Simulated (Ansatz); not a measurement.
**Ge₂− (doublet): the correlation ladder, aug-cc-pVTZ**

The task here is to estimate one member of a computed series from the others.

Method: aug-cc-pVTZ, core rule «outside noble gas», up to 28 orbitals frozen; program: Ansatz 0.2.0, Gaussian basis.

The runs, in order: UHF; CCSD(T) on ROHF; CCSD(T) on UHF; BCCD(T) on ROHF; CCSDT(Q) on ROHF; CCSDT(Q) on UHF; CASSCF and MRCISD+Q, 9 electrons in 8 orbitals; CASSCF and NEVPT2, 9 electrons in 8 orbitals.

6 further runs of the same task are left out: 1 that didn't finish, 5 set aside as unsound or not needed.

## The geometry

The geometry is a PBE0/def2-TZVPD stationary point (not a proven minimum). No spin-orbit coupling is included. The filled d shell of Ge may be among the frozen orbitals whatever the setting's name suggests; the logs give the count.

2 atoms, charge -1, spin multiplicity 2.

Atoms are counted from 1 here; the program's logs count them from 0.

Bond lengths: Ge1–Ge2 2.282 Å.

The first run:

in.yaml

```yaml
crystal:
  periodic: [false, false, false]
  atoms:
    - {symbol: Ge, position_ang: [0.000000, 0.000000, 0.000000]}
    - {symbol: Ge, position_ang: [0.000000, 0.000000, 2.281800]}
basis:
  gaussian: {orbitals: aug-cc-pVTZ}
total_charge: -1
magnetization: {spin_polarized: true, initial_magnetization: 1}
hamiltonian: {xc: hf}
output: {orbitals: {seedname: orbitals}}
```

Run with:

```sh
> ansatz run in.yaml --threads 1 --pin off --events-out ev --progress --plain --max-ram 4096MiB --backend cpu
```

Steps of the session up to this table: UHF; CCSD(T) on ROHF; CCSD(T) on UHF; BCCD(T) on ROHF; CCSDT(Q) on ROHF; CCSDT(Q) on UHF; CASSCF and MRCISD+Q, 9 electrons in 8 orbitals; CASSCF and NEVPT2, 9 electrons in 8 orbitals.

One of the session's tables, all rows but one given; the rest of the session is left out.

| method | from RCCSDT(Q) (meV) |
| --- | --- |
| RMP2 | ? |
| UMP2 | +925.0 |
| RCCSD | +618.0 |
| UCCSD | +600.9 |
| RCCSD(T) | +84.4 |
| UCCSD(T) | +83.7 |
| BCCD(T) | +86.0 |
| RCCSDT | +72.3 |
| UCCSDT | +65.9 |
| RCCSDT(Q) | 0 |
| UCCSDT(Q) | -4.6 |
| CASSCF valence | +4630.3 |
| NEVPT2 valence | +1044.1 |
| MRCISD valence | +534.7 |
| MRCISD+Q valence | +98.9 |

**Question.** Estimate the row for RMP2.

As computed: from RCCSDT(Q) (meV): +814.0. In the column «from RCCSDT(Q) (meV)» it lies between RCCSD (+618.0) and UMP2 (+925.0).

Left out of the table: ROHF, UHF (another determinant or state than the rows shown).

Caveats from the session: Warnings: spin contamination; coupled cluster took another determinant than the lowest. Restricted and unrestricted rows rest on different reference determinants; where their highest levels disagree by more than a few hundredths of an eV, they describe different states and don't form one ladder.
